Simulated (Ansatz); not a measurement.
# HfGe3: the cost of one run

Method: DFT PBE, scalar-relativistic, plane waves, PAW, in Ansatz 0.2.0.

## Step 1: Starting point

It takes space group Fm-3m (No. 225, cubic). The conventional cell has a = 7.061 Å, b = 7.061 Å, c = 7.061 Å, α = 90.00°, β = 90.00°, γ = 90.00°. Hf (site symmetry m-3m) has 8 Ge at 3.06 Å in its first shell of neighbours. Ge (site symmetry m-3m) has 8 Ge at 3.06 Å in its first shell of neighbours. Ge (site symmetry -43m) is surrounded by 4 Hf at 3.06 Å and 4 Ge at 3.06 Å.

Structure file:

```cif
data_structure
_symmetry_space_group_name_H-M 'P 1'
_symmetry_Int_Tables_number 1
_cell_length_a 4.9932
_cell_length_b 4.9932
_cell_length_c 4.9932
_cell_angle_alpha 60.000
_cell_angle_beta 60.000
_cell_angle_gamma 60.000
_cell_volume 88.03
loop_
_atom_site_label
_atom_site_type_symbol
_atom_site_fract_x
_atom_site_fract_y
_atom_site_fract_z
_atom_site_occupancy
Hf1 Hf 0.50000 0.50000 0.50000 1
Ge1 Ge 0.00000 0.00000 0.00000 1
Ge2 Ge 0.25000 0.25000 0.25000 1
Ge3 Ge 0.75000 0.75000 0.75000 1
```

The cell is invented: species swapped into a database cell of Mg3Cd (Fm-3m, No. 225), with Ge on the Mg sites and Hf on the Cd sites. The dimensions are guesses.

## Step 2: Probe: one point on a coarse mesh

Contents of input.yaml:

```yaml
crystal:
  lattice:
    - [0.0, 3.53070095, 3.53070095]
    - [3.53070095, 0.0, 3.53070095]
    - [3.53070095, 3.53070095, 0.0]
  atoms:
    - { symbol: Hf, position: [0.5, 0.5, 0.5] }
    - { symbol: Ge, position: [0.0, 0.0, 0.0] }
    - { symbol: Ge, position: [0.25, 0.25, 0.25] }
    - { symbol: Ge, position: [0.75, 0.75, 0.75] }
basis:
  ecutwfc: 420
kpoints:
  mp_grid: { grid: [4, 4, 4] }
hamiltonian:
  xc: pbe
scf:
  occupations: { method: gaussian, width: 0.1 }
  lower_state_search: "off"
output:
  forces: true
  stress: true
  eigenvalues: true
```

Launch:

```bash
> ansatz run input.yaml --threads 1 --pin off --max-ram 2560MiB --backend cpu --events-out ev --progress --plain --runs-dir out
```

What time and memory should one allow on 1 thread of Intel Xeon at 2.50GHz (Skylake/Cascade Lake), shared host?

About 4.3 s, with a peak of 0.38 GiB.
